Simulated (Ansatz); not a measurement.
**C₂H₅AlSi: basis-set convergence**

How large a basis does C₂H₅AlSi need? Two functionals are run in growing sets.

Program: Ansatz 0.2.0, Gaussian basis. Level of theory: one geometry, several basis sets. These are calculated values, not measurements.

Levels to be run: PBE0-D4/def2-SVP; ωB97M-V/def2-SVP; PBE0-D4/def2-QZVPP; ωB97M-V/def2-QZVPP; the functionals' def2-TZVPP values are taken from earlier runs.

## Step 1: Structure used throughout

All runs share one geometry, relaxed beforehand with PBE0-D4 in a triple-zeta def2 set.

SMILES `C=[C]1[AlH][SiH2]1`, 9 atoms, charge 0, spin multiplicity 1.

Atoms are counted from 1 here; the program's logs count them from 0.

Bond lengths: C1–C2 1.335 Å, C1–H5 1.091 Å, C1–H6 1.090 Å, C2–Al3 1.931 Å, C2–Si4 1.894 Å, Al3–Si4 2.353 Å, Al3–H7 1.584 Å, Si4–H8 1.492 Å, Si4–H9 1.493 Å. Angles: C2–C1–H5 122.8°, C2–C1–H6 122.2°, H5–C1–H6 115.0°, C1–C2–Al3 137.8°, C1–C2–Si4 134.3°, Al3–C2–Si4 75.9°, C2–Al3–Si4 51.3°, C2–Al3–H7 143.3°, Si4–Al3–H7 164.7°, C2–Si4–Al3 52.8°, C2–Si4–H8 110.3°, C2–Si4–H9 120.9°, Al3–Si4–H8 113.5°, Al3–Si4–H9 135.5°, H8–Si4–H9 109.3°.

As a file:

```xyz
9

C    -0.7278    1.2067   -0.8475
C    -0.1719    0.0650   -0.4340
Al    1.5899   -0.7216   -0.3517
Si   -0.1697   -0.8892    1.2015
H    -1.5058    1.7237   -0.2832
H    -0.4353    1.6902   -1.7794
H     2.9979   -0.7622   -1.0755
H    -0.9634   -2.1452    1.0682
H    -0.5254   -0.2138    2.4845
```

## Step 2: PBE0-D4 in def2-SVP

The input, in.yaml:

```yaml
crystal:
  periodic: [false, false, false]
  atoms:
    - {symbol: C, position_ang: [-0.727774, 1.206697, -0.847547]}
    - {symbol: C, position_ang: [-0.171868, 0.065015, -0.434044]}
    - {symbol: Al, position_ang: [1.589869, -0.721560, -0.351680]}
    - {symbol: Si, position_ang: [-0.169658, -0.889203, 1.201451]}
    - {symbol: H, position_ang: [-1.505835, 1.723745, -0.283191]}
    - {symbol: H, position_ang: [-0.435272, 1.690225, -1.779357]}
    - {symbol: H, position_ang: [2.997864, -0.762182, -1.075527]}
    - {symbol: H, position_ang: [-0.963374, -2.145221, 1.068223]}
    - {symbol: H, position_ang: [-0.525353, -0.213815, 2.484473]}
basis:
  gaussian: {orbitals: def2-SVP}
hamiltonian: {xc: pbe0, dispersion: d4}
output: {orbitals: {seedname: orbitals}}
```

The run is started by

```bash
ansatz run in.yaml --threads 2 --pin off --events-out ev --progress --plain --max-ram 4352MiB
```

Log:

```text
Functional definition: PBE0
  name "PBE0"
  cite "Adamo & Barone, J. Chem. Phys. 110, 6158 (1999) doi:10.1063/1.478522"
  cite "Perdew, Burke & Ernzerhof, Phys. Rev. Lett. 77, 3865 (1996) doi:10.1103/PhysRevLett.77.3865"
  parent pbe
  parameter a = 0.25
  parameter kappa = 0.804
  parameter beta = 0.06672455060314922
  exchange = (1 - a)*pbe_x(kappa = kappa, mu = beta*pi^2/3) + a*exact_x
  correlation = pbe_c(beta = beta)
1028 factors; their error is unknown
mean field evaluation 1: about -16605.0582 eV, gradient 4.8e1 eV
mean field evaluation 2: about -16579.9678 eV, gradient 9.5e1 eV
mean field evaluation 4: about -16611.7482 eV, gradient 8.3e0 eV
mean field evaluation 8: about -16611.9534 eV, gradient 1.0e-1 eV
mean field evaluation 16: about -16612.1015 eV, gradient 8.8e-5 eV
mean field -16612.10148695 eV, -610.4834695585 hartree, gradient 2.3e-5 eV, S^2 0.000000; 0 other end points of the search recorded, 0 dependent functions left out
reference -16612.10151665 eV, -610.4834706501 hartree; 22, 22 occupied and 67, 67 virtual orbitals, 1028 factors
Total energy: -16612.27056209 eV, -610.4896829554 hartree
```

Wall time 1.4 s (2 threads of Arm Neoverse V1, shared host).

## Step 3: ωB97M-V in def2-SVP

Changes to in.yaml since step 2:

```diff
@@ -14,3 +14,3 @@
   gaussian: {orbitals: def2-SVP}
-hamiltonian: {xc: pbe0, dispersion: d4}
+hamiltonian: {xc: {name: wB97M-V}}
 output: {orbitals: {seedname: orbitals}}
```

The command is unchanged.

Log, shortened:

```text
Functional definition: wB97M-V
  name "wB97M-V"
  cite "Mardirossian & Head-Gordon, J. Chem. Phys. 144, 214110 (2016) doi:10.1063/1.4952647"
  cite "Becke, J. Chem. Phys. 107, 8554 (1997) doi:10.1063/1.475007"
  cite "Vydrov & Van Voorhis, J. Chem. Phys. 133, 244103 (2010) doi:10.1063/1.3521275"
  # Of w^i u^j: cxij and so on, Table III.
[...]
  gx(w, u) = 1 - cx + cx01*u + cx10*w
  gss(w, u) = css00 + css04*u^4 + css10*w + css20*w^2 + css43*w^4*u^3
  gos(w, u) = cos00 + cos10*w + (cos20 + cos21*u)*w^2 + (cos60 + cos61*u)*w^6
[...]
      + integral(e_c_pw_mod_opposite_spin*gos(b97_w_opposite, b97_u_opposite)) + vv10(b, c)
1009 factors; their error is unknown
297 factors; integrals over basis functions are off by at most 8.4e-6 eV
[...]
mean field -16618.84876794 eV, -610.7314275616 hartree, gradient 4.8e-5 eV, S^2 0.000000; 0 other end points of the search recorded, 0 dependent functions left out
reference -16618.84881587 eV, -610.7314293231 hartree; 22, 22 occupied and 67, 67 virtual orbitals, 1009 factors
Total energy: -16618.84881587 eV, -610.7314293231 hartree
```

Run time: 6.5 s. Hardware: 2 threads of Arm Neoverse V1, shared host.

## Step 4: PBE0-D4 in def2-QZVPP

Changes to in.yaml since step 3:

```diff
@@ -13,4 +13,4 @@
 basis:
-  gaussian: {orbitals: def2-SVP}
-hamiltonian: {xc: {name: wB97M-V}}
+  gaussian: {orbitals: "def2-QZVPP.json"}
+hamiltonian: {xc: pbe0, dispersion: d4}
 output: {orbitals: {seedname: orbitals}}
```

The command is unchanged.

Log:

```text
Functional definition: PBE0
  name "PBE0"
  cite "Adamo & Barone, J. Chem. Phys. 110, 6158 (1999) doi:10.1063/1.478522"
  cite "Perdew, Burke & Ernzerhof, Phys. Rev. Lett. 77, 3865 (1996) doi:10.1103/PhysRevLett.77.3865"
  parent pbe
  parameter a = 0.25
  parameter kappa = 0.804
  parameter beta = 0.06672455060314922
  exchange = (1 - a)*pbe_x(kappa = kappa, mu = beta*pi^2/3) + a*exact_x
  correlation = pbe_c(beta = beta)
1438 factors; their error is unknown
mean field evaluation 1: about -16609.2212 eV, gradient 6.4e1 eV
mean field evaluation 2: about -16560.0461 eV, gradient 1.3e2 eV
mean field evaluation 4: about -16619.6229 eV, gradient 1.2e1 eV
mean field evaluation 8: about -16620.0501 eV, gradient 2.6e-1 eV
mean field evaluation 16: about -16620.0613 eV, gradient 2.0e-4 eV
mean field -16620.06127741 eV, -610.7759864628 hartree, gradient 5.1e-5 eV, S^2 0.000000; 0 other end points of the search recorded, 0 dependent functions left out
reference -16620.06132463 eV, -610.7759881978 hartree; 22, 22 occupied and 382, 382 virtual orbitals, 1438 factors
Total energy: -16620.23037006 eV, -610.7822005031 hartree
```

It took 12 s on 2 threads of Arm Neoverse V1, shared host; peak memory 1.1 GiB.

## Step 5: ωB97M-V in def2-QZVPP

Changes to in.yaml since step 4:

```diff
@@ -14,3 +14,3 @@
   gaussian: {orbitals: "def2-QZVPP.json"}
-hamiltonian: {xc: pbe0, dispersion: d4}
+hamiltonian: {xc: {name: wB97M-V}}
 output: {orbitals: {seedname: orbitals}}
```

Launched as before.

Log, shortened:

```text
Functional definition: wB97M-V
  name "wB97M-V"
  cite "Mardirossian & Head-Gordon, J. Chem. Phys. 144, 214110 (2016) doi:10.1063/1.4952647"
  cite "Becke, J. Chem. Phys. 107, 8554 (1997) doi:10.1063/1.475007"
  cite "Vydrov & Van Voorhis, J. Chem. Phys. 133, 244103 (2010) doi:10.1063/1.3521275"
  # Of w^i u^j: cxij and so on, Table III.
[...]
  gx(w, u) = 1 - cx + cx01*u + cx10*w
  gss(w, u) = css00 + css04*u^4 + css10*w + css20*w^2 + css43*w^4*u^3
  gos(w, u) = cos00 + cos10*w + (cos20 + cos21*u)*w^2 + (cos60 + cos61*u)*w^6
[...]
      + integral(e_c_pw_mod_opposite_spin*gos(b97_w_opposite, b97_u_opposite)) + vv10(b, c)
1375 factors; their error is unknown
364 factors; integrals over basis functions are off by at most 1.3e-5 eV
[...]
mean field -16626.90028185 eV, -611.0273152400 hartree, gradient 7.5e-5 eV, S^2 0.000000; 0 other end points of the search recorded, 0 dependent functions left out
reference -16626.90035728 eV, -611.0273180120 hartree; 22, 22 occupied and 382, 382 virtual orbitals, 1375 factors
Total energy: -16626.90035728 eV, -611.0273180120 hartree
```

It took 27 s on 2 threads of Arm Neoverse V1, shared host; peak memory 1.4 GiB.

## Step 6: Functionals by basis

The def2-TZVPP values come from earlier runs at the same geometry.

```
functional       basis  functions  energy (eV)  from the largest (eV)  HOMO (eV)  LUMO (eV)
   PBE0-D4    def2-SVP         89  -16612.2706                  7.960      -6.30      -2.10
   PBE0-D4  def2-TZVPP        216  -16619.6580                  0.572      -6.31      -2.14
   PBE0-D4  def2-QZVPP        404  -16620.2304                  0.000      -6.31      -2.16
   ωB97M-V    def2-SVP         89  -16618.8488                  8.052      -8.19      -0.29
   ωB97M-V  def2-TZVPP        216  -16626.3547                  0.546      -8.23      -0.38
   ωB97M-V  def2-QZVPP        404  -16626.9004                  0.000      -8.24      -0.45
```

## Step 7: Outcome

| quantity | value |
| --- | --- |
| PBE0-D4: double and triple zeta above quadruple | 7.96, 0.57 eV |
| ωB97M-V: double and triple zeta above quadruple | 8.05, 0.55 eV |

PBE0-D4 gains 7.39 eV from double to triple zeta, then 0.57 eV more. Total energies overstate the basis error of differences, where much of it tends to cancel.

For PBE0-D4 the largest set took about 9 times as long as the smallest (12 s against 1.4 s).
